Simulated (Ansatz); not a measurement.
This session for harmonic frequencies at the relaxed geometry of C₂H₅FOSi, SMILES C=CO[SiH2]F with Ansatz 0.2.0, Python API holds a mistake.

Notebook, run cell by cell (the value of a cell's last expression is shown):

In [1]:
```python
import warnings

import ansatz as az
from ase import Atoms
from ase.thermochemistry import IdealGasThermo
import numpy as np
```

In [2]:
```python
warnings.simplefilter("ignore", az.DeckWarning)
```

In [3]:
```python
atoms = Atoms(["C", "C", "O", "Si", "F", "H", "H", "H", "H", "H"], positions=[
    (-1.8104, 0.4678, 0.8907),
    (-0.8713, -0.0387, 0.1726),
    (0.3844, 0.431, 0.2576),
    (1.7233, -0.2473, -0.6138),
    (3.02, 0.4979, -0.2934),
    (-1.6711, 1.3603, 1.5491),
    (-2.848, 0.1442, 0.803),
    (-1.0008, -0.8493, -0.5075),
    (1.3669, -0.124, -2.021),
    (1.7901, -1.6932, -0.2343),
])
geometry = az.Crystal.molecule_from_ase(atoms)
```

In [4]:
```python
setup = (
    geometry.calculation()
    .basis(gaussian="def2-SVP")
    .functional("pbe")
    .basis(500)
)
symbols = [site.symbol for site in geometry.cartesian_sites]
start = np.array([site.position_ang for site in geometry.cartesian_sites], dtype=float)
r = setup.relax(force_tolerance=0.003, max_steps=30).run(threads=1).report
end = np.array(r["positions_ang"])
```
```text
Traceback (most recent call last):
  File "<cell 4>", line 9, in <module>
    r = setup.relax(force_tolerance=0.003, max_steps=30).run(threads=1).report
        ~~~~~~~~~~~~~~~~~~~~~~~~~~~~~~~~~~~~~~~~~~~~~~~~~~~~^^^^^^^^^^^
  ...
ansatz.RefusalError: invalid value for `basis.gaussian`: such a run doesn't read basis.ecutwfc; remove what it names
```

Why does it end like this?

The fault: a plane-wave cutoff beside a Gaussian basis. The cap on steps that the faulty run carried goes too. The correction:

```diff
--- before
+++ after
@@
     .functional("pbe")
-    .basis(500)
 )
@@
 start = np.array([site.position_ang for site in geometry.cartesian_sites], dtype=float)
-r = setup.relax(force_tolerance=0.003, max_steps=30).run(threads=1).report
+r = setup.relax(force_tolerance=0.003).run(threads=1).report
 end = np.array(r["positions_ang"])
@@
     .functional("pbe")
-    .basis(500)
     .phonons(temperatures=(100, 500, 100))
```

Notebook, run cell by cell (the value of a cell's last expression is shown):

(earlier cells as before)

**Cell 4**
```python
setup = (
    geometry.calculation()
    .basis(gaussian="def2-SVP")
    .functional("pbe")
)
symbols = [site.symbol for site in geometry.cartesian_sites]
start = np.array([site.position_ang for site in geometry.cartesian_sites], dtype=float)
r = setup.relax(force_tolerance=0.003).run(threads=1).report
end = np.array(r["positions_ang"])
```

**Cell 5**
```python
print("bond        before    after (A)")
for i, j in [(0, 1), (0, 5), (0, 6), (1, 2), (1, 7), (2, 3), (3, 4), (3, 8), (3, 9)]:
    d0, d1 = (np.linalg.norm(xyz[i] - xyz[j]) for xyz in (start, end))
    print(f"{symbols[i]}{i}-{symbols[j]}{j}".ljust(10), f"{d0:8.4f} {d1:8.4f}")
```
Output:
```text
bond        before    after (A)
C0-C1        1.2861   1.3420
C0-H5        1.1178   1.0999
C0-H6        1.0904   1.0982
C1-O2        1.3434   1.3699
C1-H7        1.0660   1.1080
O2-Si3       1.7355   1.6761
Si3-F4       1.5295   1.6334
Si3-H8       1.4569   1.4894
Si3-H9       1.4964   1.4988
```

**Cell 6**
```python
# same settings at the minimum
minimum = az.Crystal.molecule()
for symbol, xyz in zip(symbols, end):
    minimum = minimum.atom(symbol, xyz.tolist())
vibrating = (
    minimum.calculation()
    .basis(gaussian="def2-SVP")
    .functional("pbe")
    .phonons(temperatures=(100, 500, 100))
)
vib = vibrating.run(threads=1).report["vibrations"]
sums = vib["harmonic_sums"]
modes = [m["omega_inv_cm"] for m in sums["modes_at_gamma"] if m["rigid_motion"] == "no"]
print("frequencies (1/cm):", " ".join(f"{w:.0f}" for w in modes))
print("imaginary modes:", sum(w < 0 for w in modes), " zero-point energy:", round(sums["zero_point_energy_ev"], 4), "eV")
# rigid rotor and ideal gas, symmetry number taken as one
gas = IdealGasThermo(vib_energies=[w / 8065.544 for w in modes if w > 0], geometry="linear" if len(modes) == 3 * len(symbols) - 5 else "nonlinear",
                     atoms=Atoms(symbols, positions=end), symmetrynumber=1, spin=0.0)
print(f"H(298 K) - E = {gas.get_enthalpy(298.15, verbose=False):.4f} eV")
print(f"S(298 K, 1 bar) = {96485.33 * gas.get_entropy(298.15, 1e5, verbose=False):.1f} J/(mol K) with symmetry number 1")
```
Output:
```text
frequencies (1/cm): 64 85 174 288 431 668 695 730 750 824 849 904 937 946 1013 1183 1295 1356 1674 2195 2250 3048 3104 3211
imaginary modes: 0  zero-point energy: 1.7776 eV
H(298 K) - E = 1.9805 eV
S(298 K, 1 bar) = 338.5 J/(mol K) with symmetry number 1
```

Notes:
- The frequencies are harmonic and unscaled, in a modest basis. The result belongs to the one conformer reached from this start, and soft torsions count as harmonic oscillators.
- The entropy takes a symmetry number of 1; a symmetric molecule's is lower by R ln(sigma).
- Finished in 3.3 min on 1 thread of Arm Neoverse V2 (shared host), peak memory 0.27 GiB.

(Lines on the test bed's own set-up are left out of the output.)
